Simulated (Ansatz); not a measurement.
NbTe:

```xyz
2
Lattice="3.7030 0.0000 0.0000 -1.8515 3.2069 0.0000 0.0000 0.0000 3.6942" Properties=species:S:1:pos:R:3 pbc="T T T"
Te    1.8515    1.0690    0.0000
Nb    0.0000    0.0000    1.8471
```

The cell comes from a database or a generator and needn't be the stable form of this composition.

| Item | Value |
| --- | --- |
| Program | Ansatz 0.2.0 |
| Task | relaxation of cell and atoms |
| Functional | PBEsol |
| Dispersion | D4 |
| Potentials or basis | Ansatz PAW |
| Cutoff | 420 eV (not typed: the program's choice for these potentials) |
| k mesh | 8 × 8 × 7 |
| Occupations | fermi-dirac, width 0.05 eV |
| Spin | no spin polarisation |

At the start: volume 21.93 Å³/atom.

Question: How do energy, volume and symmetry change on relaxing?

Answer: It ends after 5 steps and the volume is 20.63 Å³/atom (-5.9 %); space group P-6m2 (No. 187, to 0.05 Å).

Step by step:
| step | energy change (eV) | largest force (eV/Å) | volume (Å³) |
| --- | --- | --- | --- |
| 1 | 0.0000 | 0.0000 | 43.87 |
| 2 | -0.0601 | 0.0000 | 41.65 |
| 3 | -0.0619 | 0.0000 | 41.21 |
| 4 | -0.0619 | 0.0000 | 41.26 |
| 5 | -0.0614 | 0.0000 | 41.26 |

Final structure:
```yaml
crystal:
  lattice:
    - [3.60605, 0.00000, 0.00000]
    - [-1.80302, 3.12293, 0.00000]
    - [0.00000, 0.00000, 3.66418]
  atoms:
    - { symbol: Te, position: [0.66667, 0.33333, 0.00000] }
    - { symbol: Nb, position: [0.00000, 0.00000, 0.50000] }
```

Caveat: the plane-wave basis is chosen anew once the cell has moved, so the energies of steps on either side of that aren't comparable; pairwise dispersion overbinds metals, which lowers pressure and volume; the PAW data sets come from PBE, with cores solved anew for the run's functional, which leaves a small shift of forces and pressure.
